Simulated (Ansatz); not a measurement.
# TaCl3O: how energies converge with the basis set

Aim: see how fast density functionals converge with the basis set for TaCl3O.

Computed with Ansatz 0.2.0, Gaussian basis. Level: one geometry, several basis sets.

The runs, in order: PBE0-D4/def2-SVP; ωB97M-V/def2-SVP; PBE0-D4/def2-QZVPP; ωB97M-V/def2-QZVPP; the functionals' def2-TZVPP values are taken from earlier runs.

1 further run of the same task is left out (for a known fault of the program).

## Step 1: The geometry

The geometry comes from an earlier relaxation with PBE0-D4 in a triple-zeta def2 set; it is a stationary point. Ta takes the def2 core potential; no spin-orbit term is included.

SMILES `[O]=[Ta]([Cl])([Cl])[Cl]`, 5 atoms, charge 0, spin multiplicity 1.

Atoms are counted from 1 here; the program's logs count them from 0.

Bond lengths: O1–Ta2 1.701 Å, Ta2–Cl3 2.281 Å, Ta2–Cl4 2.281 Å, Ta2–Cl5 2.281 Å. Angles: O1–Ta2–Cl3 107.5°, O1–Ta2–Cl4 107.5°, O1–Ta2–Cl5 107.5°, Cl3–Ta2–Cl4 111.3°, Cl3–Ta2–Cl5 111.3°, Cl4–Ta2–Cl5 111.3°.

## Step 2: PBE0-D4 in def2-SVP

in.yaml

```yaml
crystal:
  periodic: [false, false, false]
  atoms:
    - {symbol: O, position_ang: [-0.851452, 0.089789, 1.537786]}
    - {symbol: Ta, position_ang: [-0.025048, -0.010517, 0.054626]}
    - {symbol: Cl, position_ang: [1.630251, -1.562077, 0.293886]}
    - {symbol: Cl, position_ang: [-1.535871, -0.646154, -1.532189]}
    - {symbol: Cl, position_ang: [0.832019, 2.055258, -0.395508]}
basis:
  gaussian: {orbitals: def2-SVP}
hamiltonian: {xc: pbe0, dispersion: d4}
output: {orbitals: {seedname: orbitals}}
```

Started as:

```bash
> ansatz run in.yaml --threads 4 --pin off --events-out ev --progress --plain --max-ram 10444MiB
```

Log:

```text
Functional definition: PBE0
  name "PBE0"
  cite "Adamo & Barone, J. Chem. Phys. 110, 6158 (1999) doi:10.1063/1.478522"
  cite "Perdew, Burke & Ernzerhof, Phys. Rev. Lett. 77, 3865 (1996) doi:10.1103/PhysRevLett.77.3865"
  parent pbe
  parameter a = 0.25
  parameter kappa = 0.804
  parameter beta = 0.06672455060314922
  exchange = (1 - a)*pbe_x(kappa = kappa, mu = beta*pi^2/3) + a*exact_x
  correlation = pbe_c(beta = beta)
917 factors; integrals over basis functions are off by at most 8.2e-4 eV
mean field evaluation 1: about -41137.0137 eV, gradient 6.6e1 eV
mean field evaluation 2: about -41006.7649 eV, gradient 2.3e2 eV
mean field evaluation 4: about -41145.5935 eV, gradient 4.6e0 eV
mean field evaluation 8: about -41145.7760 eV, gradient 6.9e-1 eV
mean field evaluation 16: about -41145.7774 eV, gradient 9.2e-5 eV
mean field -41145.77736149 eV, -1512.0794284251 hartree, gradient 6.4e-6 eV, S^2 0.000000; 0 other end points of the search recorded, 0 dependent functions left out
reference -41145.77740390 eV, -1512.0794299836 hartree; 36, 36 occupied and 64, 64 virtual orbitals, 917 factors
Total energy: -41145.95220002 eV, -1512.0858536226 hartree
```

Wall time 1.4 s (4 threads of Arm Neoverse V2, shared host).

## Step 3: ωB97M-V in def2-SVP

Changes to in.yaml since step 2:

```diff
@@ -10,3 +10,3 @@
   gaussian: {orbitals: def2-SVP}
-hamiltonian: {xc: pbe0, dispersion: d4}
+hamiltonian: {xc: {name: wB97M-V}}
 output: {orbitals: {seedname: orbitals}}
```

The command is unchanged.

Log (excerpt; [...] marks lines left out):

```text
Functional definition: wB97M-V
  name "wB97M-V"
  cite "Mardirossian & Head-Gordon, J. Chem. Phys. 144, 214110 (2016) doi:10.1063/1.4952647"
  cite "Becke, J. Chem. Phys. 107, 8554 (1997) doi:10.1063/1.475007"
  cite "Vydrov & Van Voorhis, J. Chem. Phys. 133, 244103 (2010) doi:10.1063/1.3521275"
  # Of w^i u^j: cxij and so on, Table III.
[...]
  gx(w, u) = 1 - cx + cx01*u + cx10*w
  gss(w, u) = css00 + css04*u^4 + css10*w + css20*w^2 + css43*w^4*u^3
  gos(w, u) = cos00 + cos10*w + (cos20 + cos21*u)*w^2 + (cos60 + cos61*u)*w^6
[...]
      + integral(e_c_pw_mod_opposite_spin*gos(b97_w_opposite, b97_u_opposite)) + vv10(b, c)
917 factors; integrals over basis functions are off by at most 8.2e-4 eV
196 factors; integrals over basis functions are off by at most 3.3e-5 eV
[...]
mean field -41156.02285910 eV, -1512.4559435177 hartree, gradient 2.0e-5 eV, S^2 0.000000; 0 other end points of the search recorded, 0 dependent functions left out
reference -41156.02292720 eV, -1512.4559460204 hartree; 36, 36 occupied and 64, 64 virtual orbitals, 917 factors
Total energy: -41156.02292720 eV, -1512.4559460204 hartree
```

Run time: 6 s. Hardware: 4 threads of Arm Neoverse V2, shared host.

## Step 4: PBE0-D4 in def2-QZVPP

Changes to in.yaml since step 3:

```diff
@@ -9,4 +9,4 @@
 basis:
-  gaussian: {orbitals: def2-SVP}
-hamiltonian: {xc: {name: wB97M-V}}
+  gaussian: {orbitals: "def2-QZVPP.json"}
+hamiltonian: {xc: pbe0, dispersion: d4}
 output: {orbitals: {seedname: orbitals}}
```

Launched as before.

Log:

```text
Functional definition: PBE0
  name "PBE0"
  cite "Adamo & Barone, J. Chem. Phys. 110, 6158 (1999) doi:10.1063/1.478522"
  cite "Perdew, Burke & Ernzerhof, Phys. Rev. Lett. 77, 3865 (1996) doi:10.1103/PhysRevLett.77.3865"
  parent pbe
  parameter a = 0.25
  parameter kappa = 0.804
  parameter beta = 0.06672455060314922
  exchange = (1 - a)*pbe_x(kappa = kappa, mu = beta*pi^2/3) + a*exact_x
  correlation = pbe_c(beta = beta)
1745 factors; their error is unknown
mean field evaluation 1: about -41153.5348 eV, gradient 7.3e1 eV
mean field evaluation 2: about -41017.8635 eV, gradient 2.4e2 eV
mean field evaluation 4: about -41162.7058 eV, gradient 9.2e0 eV
mean field evaluation 8: about -41162.8727 eV, gradient 1.9e-1 eV
mean field evaluation 16: about -41162.9307 eV, gradient 2.9e-4 eV
mean field -41162.93065068 eV, -1512.7098001760 hartree, gradient 5.7e-5 eV, S^2 0.000000; 0 other end points of the search recorded, 0 dependent functions left out
reference -41162.93068468 eV, -1512.7098014256 hartree; 36, 36 occupied and 312, 312 virtual orbitals, 1745 factors
Total energy: -41163.10548080 eV, -1512.7162250646 hartree
```

It took 7.5 s on 4 threads of Arm Neoverse V2, shared host; peak memory 1.3 GiB.

## Step 5: ωB97M-V in def2-QZVPP

Changes to in.yaml since step 4:

```diff
@@ -10,3 +10,3 @@
   gaussian: {orbitals: "def2-QZVPP.json"}
-hamiltonian: {xc: pbe0, dispersion: d4}
+hamiltonian: {xc: {name: wB97M-V}}
 output: {orbitals: {seedname: orbitals}}
```

The command is unchanged.

Log (excerpt; [...] marks lines left out):

```text
Functional definition: wB97M-V
  name "wB97M-V"
  cite "Mardirossian & Head-Gordon, J. Chem. Phys. 144, 214110 (2016) doi:10.1063/1.4952647"
  cite "Becke, J. Chem. Phys. 107, 8554 (1997) doi:10.1063/1.475007"
  cite "Vydrov & Van Voorhis, J. Chem. Phys. 133, 244103 (2010) doi:10.1063/1.3521275"
  # Of w^i u^j: cxij and so on, Table III.
[...]
  gx(w, u) = 1 - cx + cx01*u + cx10*w
  gss(w, u) = css00 + css04*u^4 + css10*w + css20*w^2 + css43*w^4*u^3
  gos(w, u) = cos00 + cos10*w + (cos20 + cos21*u)*w^2 + (cos60 + cos61*u)*w^6
[...]
      + integral(e_c_pw_mod_opposite_spin*gos(b97_w_opposite, b97_u_opposite)) + vv10(b, c)
1641 factors; their error is unknown
257 factors; integrals over basis functions are off by at most 5.0e-5 eV
[...]
mean field -41173.02091591 eV, -1513.0806105839 hartree, gradient 1.1e-5 eV, S^2 0.000000; 0 other end points of the search recorded, 0 dependent functions left out
reference -41173.02096839 eV, -1513.0806125124 hartree; 36, 36 occupied and 312, 312 virtual orbitals, 1641 factors
Total energy: -41173.02096839 eV, -1513.0806125124 hartree
```

Wall time 18 s (4 threads of Arm Neoverse V2, shared host); peak memory 1.5 GiB.

## Step 6: Functionals by basis

The def2-TZVPP values come from earlier runs at the same geometry.

```csv
functional,basis,functions,energy (eV),from the largest (eV),HOMO (eV),LUMO (eV)
PBE0-D4,def2-SVP,100,-41145.9522,17.153,-9.82,-2.75
PBE0-D4,def2-TZVPP,213,-41161.8834,1.222,-9.76,-2.76
PBE0-D4,def2-QZVPP,348,-41163.1055,0.000,-9.77,-2.78
ωB97M-V,def2-SVP,100,-41156.0229,16.998,-12.03,-0.63
ωB97M-V,def2-TZVPP,213,-41171.8619,1.159,-12.01,-0.68
ωB97M-V,def2-QZVPP,348,-41173.0210,0.000,-12.04,-0.72
```

## Step 7: Results

| quantity | value |
| --- | --- |
| PBE0-D4: double and triple zeta above quadruple | 17.15, 1.22 eV |
| ωB97M-V: double and triple zeta above quadruple | 17.00, 1.16 eV |

What this shows: PBE0-D4 gains 15.93 eV from double to triple zeta, then 1.22 eV more. These are total energies; as a rule much of such shifts cancels in differences, which this series doesn't test.

For PBE0-D4 the largest set took about 5 times as long as the smallest (7.5 s against 1.4 s).
